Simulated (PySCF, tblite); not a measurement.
# C3H7FOSi: dynamics, then NMR shifts on frames, part 1 of 2

How do NMR shifts of C3H7FOSi (`FC/C=C/O[SiH3]`) change as the atoms move?

Computed with tblite 0.8.0 and PySCF 2.14.0, with density-fitted response routines of our own, on a single molecule in the gas phase. Atoms count from 0, in the outputs and in this text.

**1. The starting structure**

13 atoms, charge 0, multiplicity 1; geometry from: GFN2-xTB.

Bonds of the start (Å): F0–C1 1.38, C1–C2 1.49, C2–C3 1.33, C3–O4 1.33, O4–Si5 1.63, C1–H6 1.10, C1–H7 1.09, C2–H8 1.08, C3–H9 1.09, Si5–H10 1.46, Si5–H11 1.45, Si5–H12 1.46.

**2. Dynamics with GFN2-xTB**

Job settings and geometry (Å):

```
{"job": {"kind": "md", "xc": "GFN2-xTB", "basis": "xTB", "temperature": 200, "steps": 2000, "every": 50, "frames": 5}, "charge": 0, "multiplicity": 1}
F     -2.528159     1.594720     0.735732
C     -2.219901     0.535004    -0.096115
C     -0.748402     0.295339    -0.116985
C     -0.188340    -0.815138     0.342803
O      1.116247    -1.096722     0.355241
Si     2.445881    -0.257118    -0.089683
H     -2.597427     0.815482    -1.086685
H     -2.766692    -0.331826     0.287329
H     -0.134865     1.097605    -0.499217
H     -0.787506    -1.627735     0.742018
H      2.393928     0.059583    -1.518143
H      3.451640    -1.250659     0.247155
H      2.559208     0.981950     0.678823
```

Method: GFN2-xTB Langevin dynamics, gas phase.

Started as:

```
$ OMP_NUM_THREADS=1 python probes_run.py task.json out
```

One launch serves the whole session: the jobs run in the order shown.

The log of the run:

```text
t/fs     T/K      E/eV
    0.0   166.7   -559.17738
   25.0   100.3   -558.98894
   50.0   189.5   -559.03554
   75.0   123.2   -558.96259
  100.0   182.3   -558.96136
  125.0   180.6   -558.87455
  150.0   183.5   -558.95583
  175.0   158.9   -558.91011
  200.0   159.2   -558.88515
  225.0   125.0   -558.84604
  250.0   171.9   -558.85257
  275.0   145.4   -558.86275
  300.0   163.1   -559.00401
  325.0   152.6   -558.94835
  350.0   116.0   -558.92155
  375.0   222.2   -558.99756
  400.0   218.0   -558.97454
  425.0   126.6   -558.87111
  450.0   152.4   -558.87966
  475.0   229.6   -559.03675
  500.0   122.5   -558.87585
  525.0   136.2   -558.86972
  550.0   127.0   -558.85814
  575.0   165.2   -558.91950
  600.0   155.7   -558.93751
  625.0   179.1   -558.88465
  650.0   161.5   -558.90378
  675.0   119.2   -558.85784
  700.0   238.4   -558.96263
  725.0   199.8   -558.82139
  750.0   270.1   -558.94966
  775.0   169.7   -558.78689
  800.0   209.9   -558.89393
  825.0   218.7   -558.97050
  850.0   153.2   -558.79025
  875.0   263.1   -558.91305
  900.0   252.7   -558.82324
  925.0   209.4   -558.83100
  950.0   212.8   -558.81431
  975.0   250.2   -558.90362
 1000.0   200.3   -558.75475
```

It took 9.7 s on 1 thread of Arm Neoverse V1, shared host; peak memory 0.18 GiB.

Distance from the start (root mean square after alignment): 0 fs 0.00 Å, 200 fs 0.37 Å, 400 fs 0.43 Å, 600 fs 0.33 Å, 800 fs 0.35 Å, 1000 fs 0.26 Å.

Positions (Å) and forces (eV/Å) at 1000 fs:

```xyz
13

F    -2.986    0.848    1.780   -0.343    0.442    0.415
C    -2.753   -0.237    0.970   -0.747    0.678    0.246
C    -1.327   -0.186    0.617    1.220   -1.876   -0.923
C    -0.560   -1.298    0.506   -0.550    2.691   -0.075
O     0.726   -1.311    0.158    0.282    0.113   -0.235
Si    1.463   -0.169   -0.747    2.167   -0.621    1.526
H    -3.582   -0.178    0.229    0.878    0.061   -0.347
H    -2.962   -1.096    1.567   -0.162   -0.924    0.601
H    -0.865    0.768    0.476   -0.085    0.307   -0.065
H    -0.928   -2.256    0.634   -0.837   -1.679    0.389
H     0.705    0.140   -1.857   -1.127    0.334   -1.763
H     2.811   -0.784   -0.953   -0.734    0.123    0.019
H     1.662    1.039    0.025    0.039    0.349    0.212
```

**3. Nuclear shieldings: 250 fs, PBE0/pcSseg-1**

Job settings and geometry (Å):

```
{"job": {"kind": "nmr", "xc": "PBE0", "basis": "pcSseg-1", "pop": false}, "charge": 0, "multiplicity": 1}
F     -2.825300     1.384500     1.117600
C     -2.494100     0.507900     0.090300
C     -1.037800     0.246600    -0.085300
C     -0.379500    -0.660300     0.612200
O      0.925800    -1.026500     0.436700
Si     2.230500    -0.447500    -0.328700
H     -2.843900     0.928700    -0.880800
H     -3.015000    -0.429200     0.360400
H     -0.520100     0.745600    -0.898200
H     -0.832300    -1.246800     1.387100
H      2.394200    -1.194400    -1.450800
H      3.260300    -0.729300     0.678000
H      2.191100     1.021300    -0.525400
```

Level: GIAO PBE0/pcSseg-1 NMR shielding, non-relativistic, gas phase.

The log of the run:

```text
coarse grid: 11400 points
cycle   1  E = -582.4349281569  dE =  6.994e-01  |g| = 7.323e-01  |ddm| = 3.147e+00
cycle   2  E = -582.3289149228  dE =  1.060e-01  |g| = 1.087e+00  |ddm| = 1.285e+00
cycle   3  E = -582.5234515691  dE = -1.945e-01  |g| = 1.260e-01  |ddm| = 8.641e-01
cycle   4  E = -582.5262031170  dE = -2.752e-03  |g| = 5.959e-02  |ddm| = 1.402e-01
cycle   5  E = -582.5269867870  dE = -7.837e-04  |g| = 1.359e-02  |ddm| = 5.235e-02
cycle   6  E = -582.5270288461  dE = -4.206e-05  |g| = 3.434e-03  |ddm| = 1.340e-02
cycle   7  E = -582.5270316169  dE = -2.771e-06  |g| = 5.600e-04  |ddm| = 2.947e-03
final grid: 105968 points
cycle   8  E = -582.5791953030  dE = -1.993e-05  |g| = 9.795e-03  |ddm| = 1.997e-02
cycle   9  E = -582.5791697283  dE =  2.557e-05  |g| = 1.541e-02  |ddm| = 1.612e-02
cycle  10  E = -582.5792129090  dE = -4.318e-05  |g| = 1.546e-03  |ddm| = 1.085e-02
cycle  11  E = -582.5792134564  dE = -5.475e-07  |g| = 3.409e-04  |ddm| = 1.465e-03
cycle  12  E = -582.5792134799  dE = -2.347e-08  |g| = 1.123e-04  |ddm| = 3.279e-04
cycle  13  E = -582.5792134827  dE = -2.771e-09  |g| = 2.120e-05  |ddm| = 9.806e-05
cycle  14  E = -582.5792134828  dE = -1.037e-10  |g| = 5.328e-06  |ddm| = 2.480e-05
converged SCF energy = -582.5792134828

GIAO shielding tensors (ppm)
atom      isotropic    diamagn.    paramagn.     s11        s22        s33       span
  0 F      389.399     470.458     -81.059    345.036    380.401    442.760     97.724
  1 C      105.083     238.119    -133.036     65.093     87.642    162.514     97.421
  2 C       77.501     260.994    -183.493    -18.447     96.725    154.226    172.673
  3 C       23.111     250.152    -227.041    -85.283     56.756     97.861    183.145
  4 O      239.916     396.396    -156.481    150.435    230.552    338.761    188.326
  5 Si     390.238     880.636    -490.398    348.050    358.178    464.486    116.436
  6 H       26.280      26.248       0.031     21.700     27.076     30.063      8.364
  7 H       26.305      27.183      -0.878     21.292     27.172     30.451      9.159
  8 H       26.317      35.015      -8.698     23.756     25.160     30.034      6.278
  9 H       24.937      31.138      -6.201     21.809     24.434     28.568      6.759
 10 H       27.953      31.353      -3.401     24.458     25.919     33.481      9.023
 11 H       26.644      29.109      -2.465     22.919     25.367     31.646      8.727
 12 H       26.282      29.938      -3.656     23.341     25.505     29.999      6.658
```

It took 12 s on 1 thread of Arm Neoverse V1, shared host; peak memory 0.7 GiB.

Shifts follow as δ = σ(reference) − σ, with reference shieldings (ppm) from runs at the same level and on the same kind of geometry: 1H TMS 31.72, 13C TMS 186.9, 29Si TMS 349.2, 19F CFCl3 170.9, 17O H2O 336.1. The references are single molecules in the gas phase, so shifts against H2O, NH3, PH3, H3PO4 or CFCl3 are not on the usual liquid scales and can be off by tens of ppm. Each atom is listed at this fixed geometry, with no averaging over motion; a spectrum would average atoms that exchange fast.

| atoms | environment | σ (ppm) | δ (ppm) |
| --- | --- | --- | --- |
| C3 | alkene carbon bearing oxygen | 23.1 | 163.8 |
| C2 | β carbon of an enol-ether or enamine type C=C | 77.5 | 109.4 |
| C1 | allylic sp3 CH2 bonded to F | 105.1 | 81.8 |
| H9 | hydrogen on an alkene carbon bearing oxygen | 24.94 | 6.78 |
| H6 | hydrogen on an allylic sp3 CH2 bonded to F | 26.28 | 5.44 |
| H12 | hydrogen on a silicon bonded to O | 26.28 | 5.44 |
| H7 | hydrogen on an allylic sp3 CH2 bonded to F | 26.30 | 5.41 |
| H8 | hydrogen on a β carbon of an enol-ether or enamine type C=C | 26.32 | 5.40 |
| H11 | hydrogen on a silicon bonded to O | 26.64 | 5.07 |
| H10 | hydrogen on a silicon bonded to O | 27.95 | 3.76 |
| F0 | fluorine on an sp3 carbon | 389.4 | -218.5 |
| O4 | oxygen bonded to C, Si | 239.9 | 96.2 |
| Si5 | silicon bonded to O, 3 H | 390.2 | -41.1 |

**4. Shielding tensors: 425 fs, PBE0/pcSseg-1**

Job settings and geometry (Å):

```
{"job": {"kind": "nmr", "xc": "PBE0", "basis": "pcSseg-1", "pop": false}, "charge": 0, "multiplicity": 1}
F     -2.821100     1.083500     1.456500
C     -2.664900     0.332800     0.304000
C     -1.224300    -0.027800     0.098600
C     -0.594000    -0.767400     1.032300
O      0.711000    -0.993300     0.925200
Si     1.946300    -0.485000    -0.008800
H     -2.945100     0.961600    -0.508900
H     -3.351800    -0.524500     0.453400
H     -0.742800     0.336100    -0.792400
H     -1.128400    -1.134900     1.941300
H      1.664600    -0.564000    -1.537900
H      2.916600    -1.472900     0.463100
H      2.456500     0.825700     0.333400
```

With the program's defaults for keys left out, this is: GIAO PBE0/pcSseg-1 NMR shielding, non-relativistic, gas phase.

The log of the run:

```text
coarse grid: 11400 points
cycle   1  E = -582.4354042288  dE =  6.764e-01  |g| = 7.312e-01  |ddm| = 3.135e+00
cycle   2  E = -582.3372455667  dE =  9.816e-02  |g| = 1.068e+00  |ddm| = 1.280e+00
cycle   3  E = -582.5242970187  dE = -1.871e-01  |g| = 1.179e-01  |ddm| = 8.413e-01
cycle   4  E = -582.5264622611  dE = -2.165e-03  |g| = 6.315e-02  |ddm| = 1.372e-01
cycle   5  E = -582.5273703963  dE = -9.081e-04  |g| = 1.336e-02  |ddm| = 5.567e-02
cycle   6  E = -582.5274112216  dE = -4.083e-05  |g| = 3.586e-03  |ddm| = 1.306e-02
cycle   7  E = -582.5274140323  dE = -2.811e-06  |g| = 6.964e-04  |ddm| = 3.017e-03
final grid: 105968 points
cycle   8  E = -582.5798452109  dE = -2.406e-05  |g| = 9.242e-03  |ddm| = 2.045e-02
cycle   9  E = -582.5798242246  dE =  2.099e-05  |g| = 1.422e-02  |ddm| = 1.464e-02
cycle  10  E = -582.5798605460  dE = -3.632e-05  |g| = 1.602e-03  |ddm| = 9.915e-03
cycle  11  E = -582.5798611415  dE = -5.955e-07  |g| = 3.669e-04  |ddm| = 1.545e-03
cycle  12  E = -582.5798611692  dE = -2.764e-08  |g| = 1.153e-04  |ddm| = 3.312e-04
cycle  13  E = -582.5798611722  dE = -3.000e-09  |g| = 2.062e-05  |ddm| = 1.045e-04
cycle  14  E = -582.5798611723  dE = -9.436e-11  |g| = 6.598e-06  |ddm| = 2.405e-05
converged SCF energy = -582.5798611723

GIAO shielding tensors (ppm)
atom      isotropic    diamagn.    paramagn.     s11        s22        s33       span
  0 F      389.220     473.301     -84.081    322.986    381.796    462.878    139.892
  1 C      106.965     237.491    -130.526     68.880     88.146    163.868     94.988
  2 C       70.048     260.183    -190.135    -33.302     93.565    149.880    183.181
  3 C       20.274     251.991    -231.717   -102.272     59.334    103.760    206.031
  4 O      229.867     395.104    -165.238    134.136    220.728    334.736    200.600
  5 Si     395.564     879.311    -483.747    348.561    370.885    467.245    118.685
  6 H       27.302      27.937      -0.636     22.949     27.731     31.225      8.276
  7 H       26.203      26.634      -0.432     21.723     26.227     30.657      8.934
  8 H       25.968      35.880      -9.913     23.378     24.567     29.958      6.580
  9 H       23.537      28.889      -5.351     20.992     22.371     27.249      6.257
 10 H       25.476      28.595      -3.119     22.731     24.269     29.429      6.697
 11 H       26.631      28.713      -2.082     22.814     25.429     31.649      8.834
 12 H       26.796      29.911      -3.115     23.947     24.970     31.471      7.524
```

It took 12 s on 1 thread of Arm Neoverse V1, shared host; peak memory 0.72 GiB.

This run: δ C3 166.7, C2 116.9, C1 80.0, F0 -218.3, H9 8.18, H10 6.24 ppm.

(Continued in part 2 of 2.)
